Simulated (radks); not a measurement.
# Zn inside a hard spherical wall

An exercise on one series of results from a longer session: the logs are not shown, and one member is left open.

The numbers are computed with radks (a radial shooting solver on a logarithmic mesh, Libxc functionals) version 1 (non-relativistic Kohn-Sham, PBE, spin-polarised, spherical densities, point nucleus), except any that are marked as measured or tabulated.

**Starting point**

```
element       : zinc (Z = 30)
charge        : 0
electrons     : 30
configuration : [Ar] 3d10 4s2
```

The outer shells:

Zn
```
[Ar] core
3d [↑↓][↑↓][↑↓][↑↓][↑↓]
4s [↑↓]
```

Set-up of the first run:

The run's settings:

```text
Z 30
configuration [Ar] 3d10 4s2 4p0 5s0 4d0
relativity non-relativistic
functional pbe,pbe
spin polarised
nucleus point
```

The run is started by

```sh
$ python run_ks.py task.json out
```

This one command runs every case of the session in turn.

Among the steps run: The free atom; Wall at 20 bohr; Wall at 7 bohr; Wall at 5 bohr; Wall at 4 bohr; Wall at 2.5 bohr; Wall at 2 bohr.

One table of the session follows, with a row left open; its other results are not shown here.

```
R (bohr)  E − E(free) (eV)  ε(4s) (eV)  ε(4p, empty) (eV)  pressure (GPa)
    free             0.000      -5.825             -1.159               0
      20             0.000      -5.825             -1.159        < 0.0001
       7             0.154      -5.554             -0.352           0.331
       5                 ?           ?                  ?               ?
       4             6.532      -0.568              7.354            47.4
     2.5            64.708      27.786             42.154            1608
       2            173.46      70.297             89.423            8097
```

Estimate the missing values for R (bohr) = 5.

Worked estimate for «E − E(free) (eV)». A straight line through the neighbours (7, 0.154) and (4, 6.532) gives 0.154 + (6.532 − 0.154) × (5 − 7) / (4 − 7) = 4.406; a parabola fitted to 4 rows on both sides gives 14.139.

The run gave: E − E(free) (eV): 1.794; ε(4s) (eV): -3.929; ε(4p, empty) (eV): 2.472; pressure (GPa): 7.73. In «E − E(free) (eV)» the line misses by +2.612 and the parabola by +12.345. Between these rows the values bend or scatter more than so simple an estimate can follow.

In words: Eigenvalues are for spin up. At the tightest wall, 2 bohr, the energy stands 173.46 eV above the free atom and the pressure, −dE/dV, is 8097 GPa. Shells are not refilled when levels cross, and a hard wall is a model, not a crystal.
